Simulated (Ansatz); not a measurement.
# UMP2/cc-pVDZ run of SiH2SeCl (SMILES Cl[SiH][SeH])

Aim: the vertical doublet–quartet gap of SiH2SeCl at UMP2/cc-pVDZ, from 2 runs. 

The calculation is run with Ansatz 0.2.0.

69 further runs of the same task are left out: 69 set aside as unsound or not needed. Runs told in other sessions of the task aren't counted.

## (1) Starting point

The species is SiH2SeCl (5 atoms), meant as a doublet with charge 0. As SMILES, `Cl[SiH][SeH]`. The coordinates come from a PBE0-D4/def2-TZVP relaxation. This is one conformer, not always the lowest.

Bond lengths: Cl1–Si2 2.061 Å, Si2–Se3 2.266 Å, Si2–H4 1.489 Å, Se3–H5 1.469 Å. Angles: Cl1–Si2–Se3 113.7°, Cl1–Si2–H4 107.9°, Se3–Si2–H4 104.8°, Si2–Se3–H5 93.1°.

## (2) A single-point energy at UMP2/cc-pVDZ

Input file molecule.yaml:

```yaml
crystal:
  periodic: [false, false, false]
  atoms:
    - symbol: Cl
      position_ang: [-2.098500, -0.286100, 0.143900]
    - symbol: Si
      position_ang: [-0.121800, -0.761200, -0.193900]
    - symbol: Se
      position_ang: [1.300800, 0.972900, 0.128200]
    - symbol: H
      position_ang: [0.283800, -1.778100, 0.815900]
    - symbol: H
      position_ang: [0.685700, 1.778800, -0.935500]
basis:
  gaussian:
    orbitals: cc-pVDZ
magnetization:
  spin_polarized: true
  initial_magnetization: 1
correlation:
  method: mp2
  frozen_orbitals: {Cl: 5, H: 0, Se: 9, Si: 5}
accuracy: high
```

On the command line:

```bash
$ ansatz run molecule.yaml --threads 1 --pin off --max-ram 2610MiB --events-out events.jsonl --progress --plain --runs-dir runs
```

The log of the run:

```text
Warning: RAYON_NUM_THREADS=1 ignored (pool sized by the plan → 1); use --threads N
Functional definition: HF
  name "HF"
  exchange = exact_x
  correlation = 0
1586 factors; integrals over basis functions are off by at most 4.6e-9 eV
mean field evaluation 1: about -85699.6608 eV, gradient 1.1e1 eV
mean field evaluation 2: about -85699.6741 eV, gradient 1.1e1 eV
mean field evaluation 4: about -85700.8939 eV, gradient 1.7e0 eV
mean field evaluation 8: about -85700.9538 eV, gradient 3.6e-3 eV
mean field -85700.95381195 eV, -3149.4519623963 hartree, gradient 2.1e-8 eV, S^2 0.756405; 0 other end points of the search recorded, 0 dependent functions left out
19 core orbitals not correlated: weight in the atoms' cores, before any rotation towards them, 1.000 or more for the frozen orbitals, at most 0.000 for the correlated occupied ones
reference -85700.95381195 eV, -3149.4519623963 hartree; 15, 14 occupied and 39, 40 virtual orbitals, 1586 factors
second order -9.41645049 eV of doubles, -0.00000000 eV of singles
Total energy: -85710.37026244 eV, -3149.7980105690 hartree
```

It took 2.7 s on 1 thread of Intel Xeon 6975P-C (Granite Rapids), shared host; peak memory 0.3 GiB.

## (3) The quartet at the same level

Input file input.yaml:

```yaml
crystal:
  periodic: [false, false, false]
  atoms:
    - {symbol: Cl, position_ang: [-2.098500, -0.286100, 0.143900]}
    - {symbol: Si, position_ang: [-0.121800, -0.761200, -0.193900]}
    - {symbol: Se, position_ang: [1.300800, 0.972900, 0.128200]}
    - {symbol: H, position_ang: [0.283800, -1.778100, 0.815900]}
    - {symbol: H, position_ang: [0.685700, 1.778800, -0.935500]}
basis:
  gaussian: {orbitals: cc-pVDZ}
magnetization: {spin_polarized: true, initial_magnetization: 3}
correlation: {method: mp2, frozen_orbitals: {Cl: 5, H: 0, Se: 9, Si: 5}}
accuracy: high
```

On the command line:

```bash
$ ansatz run input.yaml --threads 1 --pin off --max-ram 2610MiB --events-out events.jsonl --progress --plain --runs-dir runs
```

The log of the run, cut to the lines that bear on the results:

```text
Warning: RAYON_NUM_THREADS=1 ignored (pool sized by the plan → 1); use --threads N
Functional definition: HF
  name "HF"
[...]
1587 factors; integrals over basis functions are off by at most 4.6e-9 eV
[...]
mean field -85695.77220652 eV, -3149.2615419091 hartree, gradient 7.2e-8 eV, S^2 3.769158; 5 other end points of the search recorded, 0 dependent functions left out
19 core orbitals not correlated: weight in the atoms' cores, before any rotation towards them, 1.000 or more for the frozen orbitals, at most 0.000 for the correlated occupied ones
reference -85695.77220652 eV, -3149.2615419091 hartree; 16, 13 occupied and 38, 41 virtual orbitals, 1587 factors
second order -8.91186707 eV of doubles, -0.00000000 eV of singles
Total energy: -85704.68407360 eV, -3149.5890469833 hartree
```

Run time: 4.2 s. Hardware: 1 thread of Intel Xeon 6975P-C (Granite Rapids), shared host; peak memory 0.3 GiB.

## (4) Results

Level: UMP2/cc-pVDZ, 19 core orbitals frozen.

```
                                             quantity           value
                                doublet: total energy  -3149.79801 Eh
doublet: correlation energy (19 core orbitals frozen)      -346.0 mEh
           doublet: ⟨S²⟩ of the reference determinant           0.756
                                quartet: total energy  -3149.58905 Eh
quartet: correlation energy (19 core orbitals frozen)      -327.5 mEh
           quartet: ⟨S²⟩ of the reference determinant           3.769
     vertical energy of the quartet above the doublet        5.686 eV
```

What this shows: At this shape the quartet lies 5.69 eV (131 kcal/mol) above the doublet.
